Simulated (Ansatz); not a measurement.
**SiBrF: one species, many methods**

An exercise on one series of results from a longer session: the logs are not shown, and one member is left open.

Method: functionals in def2-TZVPP, the program's frozen cores in correlated methods; program: Ansatz 0.2.0, Gaussian basis.

Levels to be run: LDA (SPW92), PBE-D4, revPBE-D4, BLYP-D4, r2SCAN-D4, B97M-V, PBE0-D4, B3LYP-D4, r2SCANh-D4, r2SCAN0-D4, HSE06-D4, BHLYP-D4, CAM-B3LYP-D4, LC-ωPBE, ωB97X-V, ωB97M-V, B2PLYP, PBE-QIDH; CCSD(T)/def2-SVP; CCSD(T)/def2-TZVPP; CCSD(T)/def2-QZVPP; extrapolation to the limit; RPA on PBE.

## The relaxed structure

An earlier PBE0-D4 in a triple-zeta def2 set relaxation fixed the geometry.

SMILES `F[Si]Br`, 3 atoms, charge 0, spin multiplicity 1.

Atoms are counted from 1 here; the program's logs count them from 0.

Bond lengths: F1–Si2 1.603 Å, Si2–Br3 2.255 Å. Angles: F1–Si2–Br3 100.7°.

The first run:

Input file in.yaml:

```yaml
crystal:
  periodic: [false, false, false]
  atoms:
    - {symbol: F, position_ang: [0.346845, 1.310735, 0.323729]}
    - {symbol: Si, position_ang: [-0.697849, 0.297052, -0.346606]}
    - {symbol: Br, position_ang: [0.340005, -1.672587, 0.009576]}
basis:
  gaussian: {orbitals: def2-TZVPP}
hamiltonian: {xc: lda}
output: {orbitals: {seedname: orbitals}}
```

Run with:

```bash
> ansatz run in.yaml --threads 4 --pin off --events-out ev --progress --plain --max-ram 10444MiB
```

Among the steps run: LDA; PBE-D4 (GGA); revPBE-D4 (GGA); BLYP-D4 (GGA); r2SCAN-D4 (meta-GGA); B97M-V (meta-GGA); PBE0-D4 (hybrid); B3LYP-D4 (hybrid); r2SCANh-D4 (hybrid); r2SCAN0-D4 (hybrid); HSE06-D4 (hybrid); BHLYP-D4 (hybrid); CAM-B3LYP-D4 (range-separated); LC-ωPBE (range-separated); ωB97X-V (range-separated); ωB97M-V (range-separated); B2PLYP (double hybrid); PBE-QIDH (double hybrid).

One table of the session follows, with a row left open; its other results are not shown here.

It belongs to the step «Orbital energies across the functionals». 

| functional | HOMO (eV) | LUMO (eV) | gap (eV) |
| --- | --- | --- | --- |
| LDA (SPW92) | -6.87 | -3.62 | 3.24 |
| PBE-D4 | -6.72 | -3.43 | 3.29 |
| revPBE-D4 | -6.67 | -3.37 | 3.30 |
| BLYP-D4 | -6.59 | -3.29 | 3.30 |
| r2SCAN-D4 | -6.96 | -3.38 | 3.58 |
| B97M-V | -7.01 | -3.30 | 3.72 |
| PBE0-D4 | -7.84 | -2.66 | 5.17 |
| B3LYP-D4 | -7.64 | -2.83 | 4.81 |
| r2SCANh-D4 | -7.37 | -3.08 | 4.29 |
| r2SCAN0-D4 | -7.98 | -2.62 | 5.36 |
| HSE06-D4 | -7.44 | -3.04 | 4.40 |
| BHLYP-D4 | -8.83 | -1.76 | 7.07 |
| CAM-B3LYP-D4 | ? | ? | ? |
| LC-ωPBE | -10.36 | -0.49 | 9.87 |
| ωB97X-V | -10.04 | -0.55 | 9.49 |
| ωB97M-V | -9.88 | -0.63 | 9.26 |

Q: Estimate the row for CAM-B3LYP-D4 from the others.

As computed: HOMO (eV): -9.10; LUMO (eV): -1.56; gap (eV): 7.54. In the column «HOMO (eV)» it lies between ωB97M-V (-9.88) and BHLYP-D4 (-8.83).
